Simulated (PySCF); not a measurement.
# C5H7FO2: the cost of one run

Computed with PySCF 2.14.0 and routines of our own; the level stands in each step. Atoms count from 0.

## 1. The starting structure

15 atoms, charge 0, multiplicity 1; geometry from: GFN2-xTB.

## 2. Vibronic structure: TDA CAM-B3LYP/def2-SVP

The job: settings as JSON, then the geometry in Å.

```
{"job": {"kind": "vib", "xc": "CAM-B3LYP", "basis": "def2-SVP", "tda": true}, "charge": 0, "multiplicity": 1}
C      1.460437    -1.335436    -0.553679
C      0.468868    -1.128897     0.292350
C     -0.509335     0.017706     0.175422
C     -1.443904    -0.202815    -1.016457
F     -2.512560     0.653468    -0.940950
C      0.271541     1.308069    -0.010081
O      0.761952     1.678857    -1.040520
O      0.387079     1.978640     1.137119
H      1.650333    -0.671612    -1.380073
H      2.129934    -2.170718    -0.442910
H      0.301590    -1.799011     1.123409
H     -1.102243     0.105445     1.088826
H     -1.849560    -1.219163    -1.014324
H     -0.926166     0.005032    -1.957352
H      0.907621     2.788424     1.011653
```

Method: TDA CAM-B3LYP/def2-SVP vertical-gradient vibronic structure (displaced harmonic oscillators, Condon), gas phase.

Run with:

```bash
$ OMP_NUM_THREADS=1 python excited_run.py task.json out
```

This one command runs all jobs of the session in turn.

**Question.** How long does this first job take on 1 thread of Intel Xeon 6975P-C, shared host, and how much memory does it need?

About 23 s, with a peak of 0.91 GiB.
